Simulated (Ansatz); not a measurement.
# BH7N2S: the cost of one run

All numbers below are computed with Ansatz 0.2.0 (RKS B3LYP/6-31G*).

## Step 1: Starting point

Bond lengths: N2–H3 1.060 Å, N2–H4 1.060 Å, B1–N5 1.550 Å, N5–H6 1.060 Å, N5–H7 1.060 Å, B1–H8 1.190 Å, B1–S9 2.190 Å, S9–H10 1.400 Å, N2–H11 1.150 Å, S9–H11 1.419 Å. Angles: H3–N2–H4 120.0°, H3–N2–H11 101.9°, H4–N2–H11 85.4°, B1–N5–H6 120.0°, B1–N5–H7 120.0°, H6–N5–H7 120.0°, N5–B1–H8 120.0°, N5–B1–S9 105.4°, H8–B1–S9 92.8°, B1–S9–H10 109.5°, B1–S9–H11 67.0°, H10–S9–H11 116.0°, N2–H11–S9 138.5°.

Coordinates:

```xyz
11

B     0.0000    0.0000    0.0000
N     0.0000    0.0000    1.9000
H    -0.8770   -0.2713    2.4300
H     0.8770    0.2713    2.4300
N     1.3423    0.0000   -0.7750
H     1.8089   -0.9179   -1.0268
H     1.7937    0.9179   -1.0532
H    -1.0305    0.0000   -0.5950
S    -0.2739    2.0601    0.6906
H    -1.5750    2.4834    0.3940
H    -0.1503    1.1307    1.7562
```

## Step 2: Pulling towards end A

Springs on the bonds that form and break draw the guess towards this end; the thresholds are loose.

input.yaml

```yaml
crystal:
  periodic: [false, false, false]
  atoms:
    - { symbol: B, position_ang: [0.0, 0.0, 0.0] }
    - { symbol: "N", position_ang: [0.0, 0.0, 1.9] }
    - { symbol: H, position_ang: [-0.877, -0.2713, 2.43] }
    - { symbol: H, position_ang: [0.877, 0.2713, 2.43] }
    - { symbol: "N", position_ang: [1.3423, 0.0, -0.775] }
    - { symbol: H, position_ang: [1.8089, -0.9179, -1.0268] }
    - { symbol: H, position_ang: [1.7937, 0.9179, -1.0532] }
    - { symbol: H, position_ang: [-1.0305, 0.0, -0.595] }
    - { symbol: S, position_ang: [-0.2739, 2.0601, 0.6906] }
    - { symbol: H, position_ang: [-1.575, 2.4834, 0.394] }
    - { symbol: H, position_ang: [-0.1503, 1.1307, 1.7562] }
basis:
  gaussian: { orbitals: "6-31G*" }
hamiltonian:
  xc: b3lyp
relax:
  f_tol: 0.15
  max_steps: 25
  restrain:
    - { distance: [0, 8], at: 3.09, k: 30.0 }
    - { distance: [10, 1], at: 2.26, k: 30.0 }
    - { distance: [0, 1], at: 1.55, k: 30.0 }
    - { distance: [10, 8], at: 1.4, k: 30.0 }
output:
  orbitals: {}
```

The run is started by

```bash
> ansatz run input.yaml --threads 1 --pin off --max-ram 2048MiB --backend cpu --events-out ev --progress --plain --runs-dir out
```

**Question.** How long does this run take on 1 thread of Arm Neoverse V1, shared host, and how much memory does it need?

About 53 s, with a peak of 0.15 GiB.
